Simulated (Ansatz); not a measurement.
**C₃H₁₀AlN: small, medium and large basis sets**

The task here is to estimate one member of a computed series from the others.

The runs use Ansatz 0.2.0, Gaussian basis; one geometry, several basis sets.

Levels to be run: PBE0-D4/def2-SVP; ωB97M-V/def2-SVP; PBE0-D4/def2-QZVPP; ωB97M-V/def2-QZVPP; the functionals' def2-TZVPP values are taken from earlier runs.

### The geometry

An earlier PBE0-D4 in a triple-zeta def2 set relaxation fixed the geometry.

SMILES `CC(C)[NH][AlH2]`, 15 atoms, charge 0, spin multiplicity 1.

Atoms are counted from 1 here; the program's logs count them from 0.

Bond lengths: C1–C2 1.523 Å, C1–H6 1.092 Å, C1–H7 1.093 Å, C1–H8 1.095 Å, C2–C3 1.523 Å, C2–N4 1.453 Å, C2–H9 1.097 Å, C3–H10 1.092 Å, C3–H11 1.093 Å, C3–H12 1.095 Å, N4–Al5 1.767 Å, N4–H13 1.012 Å, Al5–H14 1.585 Å, Al5–H15 1.584 Å. Angles: C2–C1–H6 110.7°, C2–C1–H7 111.4°, C2–C1–H8 110.4°, H6–C1–H7 108.6°, H6–C1–H8 107.9°, H7–C1–H8 107.8°, C1–C2–C3 111.0°, C1–C2–N4 111.4°, C1–C2–H9 108.0°, C3–C2–N4 111.4°, C3–C2–H9 108.0°, N4–C2–H9 106.8°, C2–C3–H10 110.7°, C2–C3–H11 111.3°, C2–C3–H12 110.4°, H10–C3–H11 108.6°, H10–C3–H12 107.9°, H11–C3–H12 107.8° and more.

The first run:

Input file in.yaml:

```yaml
crystal:
  periodic: [false, false, false]
  atoms:
    - {symbol: C, position_ang: [-0.394127, -1.431825, -0.824475]}
    - {symbol: C, position_ang: [0.281770, -0.313032, -0.043440]}
    - {symbol: C, position_ang: [1.462763, 0.256571, -0.817541]}
    - {symbol: N, position_ang: [-0.664847, 0.726667, 0.321099]}
    - {symbol: Al, position_ang: [-1.158312, 1.255561, 1.933783]}
    - {symbol: H, position_ang: [-1.217620, -1.861051, -0.250523]}
    - {symbol: H, position_ang: [0.312188, -2.229449, -1.069275]}
    - {symbol: H, position_ang: [-0.802759, -1.047003, -1.764700]}
    - {symbol: H, position_ang: [0.663794, -0.737050, 0.893685]}
    - {symbol: H, position_ang: [1.965533, 1.033898, -0.238947]}
    - {symbol: H, position_ang: [2.190982, -0.521291, -1.061725]}
    - {symbol: H, position_ang: [1.122374, 0.702721, -1.757865]}
    - {symbol: H, position_ang: [-1.060047, 1.168264, -0.499203]}
    - {symbol: H, position_ang: [-0.501710, 0.521059, 3.174945]}
    - {symbol: H, position_ang: [-2.221785, 2.425262, 2.033681]}
basis:
  gaussian: {orbitals: def2-SVP}
hamiltonian: {xc: pbe0, dispersion: d4}
output: {orbitals: {seedname: orbitals}}
```

The run is started by

```
> ansatz run in.yaml --threads 4 --pin off --events-out ev --progress --plain --max-ram 10444MiB
```

Among the steps run: PBE0-D4 in def2-SVP; ωB97M-V in def2-SVP; PBE0-D4 in def2-QZVPP; ωB97M-V in def2-QZVPP.

One of the session's tables, all rows but one given; the rest of the session is left out.

It belongs to the step «Functionals by basis». 

| functional | basis | HOMO (eV) |
| --- | --- | --- |
| PBE0-D4 | def2-SVP | -6.84 |
| PBE0-D4 | def2-TZVPP | -6.90 |
| PBE0-D4 | def2-QZVPP | -6.91 |
| ωB97M-V | def2-SVP | -9.13 |
| ωB97M-V | def2-TZVPP | ? |
| ωB97M-V | def2-QZVPP | -9.24 |

Estimate the missing values for ωB97M-V, def2-TZVPP.

**Answer.** HOMO (eV): -9.23. In the column «HOMO (eV)» it lies between ωB97M-V, def2-QZVPP (-9.24) and ωB97M-V, def2-SVP (-9.13).
